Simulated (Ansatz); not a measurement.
## Time against size: PBE, supercells of GaN, on 1 × H100

The runs below are of Ansatz 0.2.0 on a node with eight NVIDIA H100 80GB cards and 96 AMD EPYC 7R13 cores, one at a time and with no other job on the machine; times are wall-clock times from launch to exit. Times and memory are rounded to two significant figures, and ratios are formed from the unrounded values. A row is a single run, so small differences between rows aren't established. System services beside the runs took up to 2 cores (rounded up). Precision is the program's default, which can work at lower precision in parts of a run. Card memory is the largest of readings taken every 0.4 s, so short peaks can be missed, and it isn't given for runs under about 3 s. It shows what a run took, which needn't be the least that it can run in: the program holds more work at once where threads and free memory allow.

The smallest member is a 2×1×1 supercell of GaN (P6_3mc), atoms displaced at random by about 0.04 Å along each cell vector. Its input:

```yaml
crystal:
  lattice:
    - [6.377860, 0.000000, 0.000000]
    - [-1.594465, 2.761695, 0.000000]
    - [0.000000, 0.000000, 5.192357]
  atoms:
    - { symbol: Ga, position: [0.347998, 0.325019, 0.502126] }
    - { symbol: Ga, position: [0.167585, 0.677143, 0.988283] }
    - { symbol: "N", position: [0.330732, 0.323907, 0.867637] }
    - { symbol: "N", position: [0.161374, 0.660239, 0.373707] }
    - { symbol: Ga, position: [0.827647, 0.338626, 0.494866] }
    - { symbol: Ga, position: [0.646611, 0.681602, 0.996065] }
    - { symbol: "N", position: [0.828671, 0.336700, 0.877687] }
    - { symbol: "N", position: [0.666998, 0.655949, 0.377392] }
kpoints:
  mp_grid: { grid: [1, 1, 1] }
hamiltonian:
  xc: pbe
  pseudopotentials: { azcp: { folder: soft_1 } }
scf:
  occupations: { method: fixed }
output: { forces: true }
```

The program chose a cutoff of 420 eV. The folder soft_1 holds one of the program's own sets of PAW files, generated with PBE and used with every functional where the input names it.

Command, without the flags for output files and display:

```bash
ansatz run input.yaml --backend cuda --devices 1
```

```csv
atoms,electrons,k mesh,k points,plane waves,dense FFT grid,bands at the start,SCF iterations,threads,wall time,SCF clock,outside it,host memory (GiB),fullest card (GiB),remarks
8,72,1×1×1,1,1813,45×24×36,44,11,44,1.7 s,0.15 s,1.6 s,0.98,,bands 44→41
16,144,1×1×1,1,3605,45×45×36,88,11,48,1.8 s,0.17 s,1.6 s,1.0,,
32,288,1×1×1,1,7199,45×45×72,176,10,48,1.7 s,0.22 s,1.5 s,1.1,,
72,648,1×1×1,1,16091,64×64×72,396,10,48,2.0 s,0.37 s,1.6 s,1.2,,
128,1152,1×1×1,1,28619,90×90×72,704,11,48,2.4 s,0.65 s,1.8 s,1.3,,
192,1728,1×1×1,1,42869,90×90×108,1056,11,48,2.8 s,1.0 s,1.8 s,1.4,,
360,3240,1×1×1,1,80421,128×108×108,1980,11,48,4.7 s,2.9 s,1.7 s,1.9,18,
784,7056,1×1×1,1,175281,150×150×144,4312,11,48,21 s,19 s,2.0 s,3.2,72,card 72 of 80 GiB; real-space projectors
```

The SCF clock is the program's own. It runs from the start of the first SCF loop to the final result and holds forces, stress, later SCFs and response steps. Outside it lie start-up, exit and the set-up ahead of the first loop, which depends on the cell and the method.

Runs at Γ alone can use real arithmetic, which is cheaper than at other k points.

«bands a→b»: once the levels showed a gap the program dropped high empty bands and went on with b of the a at the start. «real-space projectors»: the card applied the projectors on the grid points about the atoms, another method than in rows without this remark. «card a of b GiB» or «host a of b GiB»: the run took three quarters or more of a card's memory (or the program reckoned to fill 85 % of what was free), or 60 % or more of the host memory that it had. The program fits its work to the free memory, so such a run may be limited by memory even where its log doesn't say so. Rows whose remarks tell of memory aren't like for like with rows without. Of long logs only the start and the end were kept, so a limit that memory set in between can be missed.

One k point is too coarse a mesh for the properties of small cells; the series shows cost alone.

The threads change along the series too.

Of the smallest member's 1.7 s, 1.6 s lies outside the SCF clock, so the wall time grows less with size than the clocked work: from 8 to 360 atoms the wall time changes by a factor of 2.7, and the time on the SCF clock by 20. The smallest member has under 2 s on the SCF clock, so these factors are rough.

Question: How long does the member with 576 atoms take (1×1×1 mesh, 1 k point, 128745 plane waves, 3168 bands)?

Answer: 11 s, in 11 SCF iterations, with 2.4 GiB of host memory and 40 GiB on the fullest card. Of the wall time 8.8 s is on the SCF clock and 1.8 s outside.
